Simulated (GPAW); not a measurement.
HPbNO4:

```
H Pb N O
1.0
     4.19923    0.11117    0.16817
     1.91600    3.89132    0.12568
     1.76085    1.25259    6.37266
H Pb N O
1 1 1 4
Cartesian
  6.1559 3.5396 4.2374
  3.9410 4.7367 5.7714
  2.1622 1.5295 2.0021
  6.1170 3.6060 5.2180
  2.2525 1.0554 0.8130
  2.1821 0.7481 2.9790
  2.0545 2.7723 2.1460
```

The cell was built by a generator and needn't be a form met in nature.

| Quantity | Value |
| --- | --- |
| Program | GPAW 26.7.0 |
| Task | single point |
| Functional | PBE |
| Potentials or basis | GPAW PAW data sets (gpaw-data 1.2.1) |
| Cutoff | 800 eV |
| Basis | pw |
| k mesh | 7 × 7 × 5 |
| Occupations | fermi-dirac, width 0.05 eV |
| Spin | no spin polarisation |

On this cell: pressure -0.3 GPa; largest force 0.094 eV/Å; band gap on the k mesh 2.81 eV, indirect (least direct gap 2.83 eV).

The same run follows on a disturbed copy (atoms moved at random, drawn with an rms of 0.05 Å):

```xyz
7
Lattice="4.1992 0.1112 0.1682 1.9160 3.8913 0.1257 1.7609 1.2526 6.3727" Properties=species:S:1:pos:R:3 pbc="T T T"
H     6.0968    3.5011    4.2663
Pb    3.9211    4.6970    5.7934
N     2.2091    1.5515    2.0041
O     6.1304    3.5750    5.1987
O     2.2001    1.0010    0.8107
O     2.1958    0.7900    2.9763
O     2.0005    2.7556    2.1324
```

Task: What changes?

Result: The energy moves by +28.7 meV/atom; pressure 2.0 GPa; largest force 2.600 eV/Å; band gap on the k mesh 2.80 eV, indirect (least direct gap 2.82 eV).

Forces in eV/Å, atoms in the order of the input:
```
H    0.043 -0.131 -2.497
Pb  -0.003 -0.001 -0.081
N   -1.730 -1.656 -0.886
O   -0.081  0.195  2.591
O    0.663  0.813  0.341
O    0.656 -0.683  0.881
O    0.451  1.463 -0.349
```

Stress tensor (GPa, compression positive):
```
-0.75 -0.52  0.14
-0.52  2.37 -1.96
 0.14 -1.96  4.37
```

Caveats: spin-orbit coupling is left out, which as a rule narrows the gap of such compounds by several tenths of an eV; an odd mesh through Γ misses points on the zone boundary, where band edges often lie.
